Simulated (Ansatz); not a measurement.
# OsPd: the cost of one run

Method: reference: DFT r2SCAN, plane waves, PAW, scalar-relativistic, no spin polarisation, in Ansatz 0.2.0.

### Step 1. Starting point

The structure is tetragonal, space group P4/mmm (No. 123). The conventional cell has a = 2.680 Å, b = 2.680 Å, c = 3.265 Å, α = 90.00°, β = 90.00°, γ = 90.00°. Os (site symmetry 4/mmm) has 8 Pd at 2.50 Å and 4 Os at 2.68 Å as nearest neighbours. Pd (site symmetry 4/mmm) is surrounded by 8 Os at 2.50 Å and 4 Pd at 2.68 Å.

As a file:

```
CELL_PARAMETERS angstrom
3.78978 0.00000 0.00000
0.00000 3.78978 0.00000
0.00000 0.00000 3.26532
ATOMIC_POSITIONS crystal
Os 0.00000 0.00000 0.00000
Pd 0.00000 0.50000 0.50000
Pd 0.50000 0.00000 0.50000
Os 0.50000 0.50000 0.00000
```

### Step 2. The reference run

input.yaml reads:

```yaml
crystal:
  lattice:
    - [3.78978371, 0.0, 0.0]
    - [0.0, 3.78978371, 0.0]
    - [0.0, 0.0, 3.26531651]
  atoms:
    - { symbol: Os, position: [0.0, 0.0, 0.0] }
    - { symbol: Pd, position: [0.0, 0.5, 0.5] }
    - { symbol: Pd, position: [0.5, 0.0, 0.5] }
    - { symbol: Os, position: [0.5, 0.5, 0.0] }
  symmetry: { tolerance: 0.0003 }
kpoints:
  mp_grid: { grid: [5, 5, 6], shift: [0, 0, 0] }
magnetization:
  spin_polarized: false
scf:
  occupations: { method: fermi_dirac, width: 0.0184 }
hamiltonian:
  pseudopotentials: { kind: paw }
  xc: r2scan
basis:
  ecutwfc: 500
output:
  forces: true
  stress: true
  eigenvalues: true
  write_density: true
  write_potential: true
  elf: true
  volumetric_format: npy
```

Started as:

```sh
$ ansatz run input.yaml --threads 1 --pin off --max-ram 2560MiB --backend cpu --events-out ev --progress --plain --runs-dir out
```

**Question.** How long does this run take on 1 thread of Intel Xeon 6975P-C (Granite Rapids), shared host, and how much memory does it need?

About 3.3 s, with a peak of 0.47 GiB.
